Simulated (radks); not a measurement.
# Ar⁴⁺ in [Ne] 3s2 3p2: an all-electron calculation

The task here is to estimate one member of a computed series from the others.

The numbers are computed with radks (a radial shooting solver on a logarithmic mesh, Libxc functionals) version 1 (non-relativistic Kohn-Sham, r2SCAN, spin-polarised, spherical densities, point nucleus; open shells are filled with parallel spins first), except any that are marked as measured or tabulated.

## The system

| Quantity | Value |
| --- | --- |
| element | argon (Z = 18) |
| charge | +4 |
| electrons | 14 |
| configuration | [Ne] 3s2 3p2 |

Outer shells as boxes (Hund's rule):

Ar⁴⁺
```
[Ne] core
3s [↑↓]
3p [↑ ][↑ ][  ]
```

The first run:

Settings of this run:

```text
Z 18
configuration [Ne] 3s2 3p2
relativity non-relativistic
functional r2scan,r2scan
spin polarised
nucleus point
```

Steps of the session up to this table: Self-consistent calculation.

One of the session's tables, all rows but one given; the rest of the session is left out.

It belongs to the step «Shells». Radial moments (bohr):

```
  level      <r>  outermost maximum (interpolated)  90 % within  nodes
  1s up  0.08621                            0.0566        0.154      0
1s down  0.08619                            0.0565        0.154      0
  2s up   0.4136                             0.339        0.644      1
2s down   0.4135                             0.340        0.644      1
  2p up   0.3751                             0.281        0.620      0
2p down   0.3751                             0.281        0.619      0
  3s up    1.259                              1.12         1.85      2
3s down        ?                                 ?            ?      ?
  3p up    1.332                              1.17         1.99      1
3p down    1.346                              1.17         2.02      1
```

Estimate the missing values for 3s down.

As computed: <r>: 1.269; outermost maximum (interpolated): 1.12; 90 % within: 1.87; nodes: 2. In the column «<r>» it lies between 3s up (1.259) and 3p up (1.332).

To keep in mind: Open shells are spherical and high-spin; term and fine-structure splittings are not resolved.
